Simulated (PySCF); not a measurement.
# C8H7N: the cost of one run

Programs: PySCF 2.14.0, with routines of our own; each step states its level. All values are computed. Atoms count from 0.

## Step 1: The system as given

16 atoms, charge 0, multiplicity 1; geometry from: GFN2-xTB.

## Step 2: Geometry optimisation at B3LYP/def2-SV(P)

What the job is given:

```
{"job": {"xc": "B3LYP", "basis": "def2-SV(P)", "grid": 1, "kind": "geom"}, "charge": 0, "multiplicity": 1}
C     -2.037526     0.386348    -0.132092
C     -1.358603    -0.599240    -0.707659
C     -0.078668    -1.130839    -0.263741
C      0.549864    -2.079424    -0.954816
C      0.526276    -0.577648     1.009729
C      0.952740     0.785559     0.821694
C      1.309093     1.923885     0.629210
C      1.706115     3.211275     0.437220
N      2.039062     4.299988     0.277260
H     -1.685782     0.912295     0.739347
H     -2.981315     0.717914    -0.529043
H     -1.761174    -1.077304    -1.591683
H      0.133558    -2.484088    -1.861537
H      1.498483    -2.484930    -0.646008
H      1.390949    -1.180356     1.301271
H     -0.210672    -0.614492     1.818485
```

Launch:

```console
> OMP_NUM_THREADS=1 python excited_run.py task.json out
```

One launch serves the whole session: the jobs run in the order shown.

**Question.** How long does this first job take on 1 thread of Arm Neoverse V1, shared host, and how much memory does it need?

About 47 s, with a peak of 0.59 GiB.
